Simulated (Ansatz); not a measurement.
**BiTe under changes of volume**

One of the cells (33.725 Å³/atom); the others are scaled copies at fixed shape and fractional positions:

```
CELL_PARAMETERS angstrom
2.42271 1.39875 3.31729
-2.42271 1.39875 3.31729
0.00000 -2.79750 3.31729
ATOMIC_POSITIONS crystal
Bi 0.50000 0.50000 0.50000
Te 0.00000 0.00000 0.00000
```

The cell comes from a database or a generator and needn't be the stable form of this composition.

```yaml
Program: Ansatz 0.2.0
Functional: PBE
Potentials_or_basis: all-electron LAPW, scalar-relativistic
Cutoff: 189 eV (chosen from the basis error)
Basis_error_allowed: 0.0005 eV/atom
k_mesh: 7 × 7 × 7
Occupations: fermi-dirac, width 0.05 eV
Spin: no spin polarisation
```

| volume (Å³/atom) | energy over the lowest point (meV/atom) | pressure (GPa) |
| --- | --- | --- |
| 31.701 | 22.84 | 3.6 |
| 32.376 | 10.30 | 2.3 |
| 33.050 | 2.86 | 1.2 |
| 33.725 | 0.00 | 0.2 |
| 34.399 | 1.24 | -0.8 |
| 35.074 | 6.16 | -1.6 |
| 35.748 | ? | ? |

Problem. What does the run at 35.748 Å³/atom give?

Solution. Energy over the lowest point 14.37 meV/atom; pressure -2.3 GPa.

Worked out: A Birch-Murnaghan fit of order 3 (a polynomial in V^(-2/3)) to the other rows has its minimum at 33.85 Å³/atom with B0 = V·E''(V) = 48 GPa and B' = 4.4 at fixed shape and positions, which overstates the stiffness. It gives 14.38 meV/atom at 35.748 Å³/atom, against the run's 14.37, and -dE/dV = -2.3 GPa, against -2.3.

Energies are extrapolated to zero smearing.
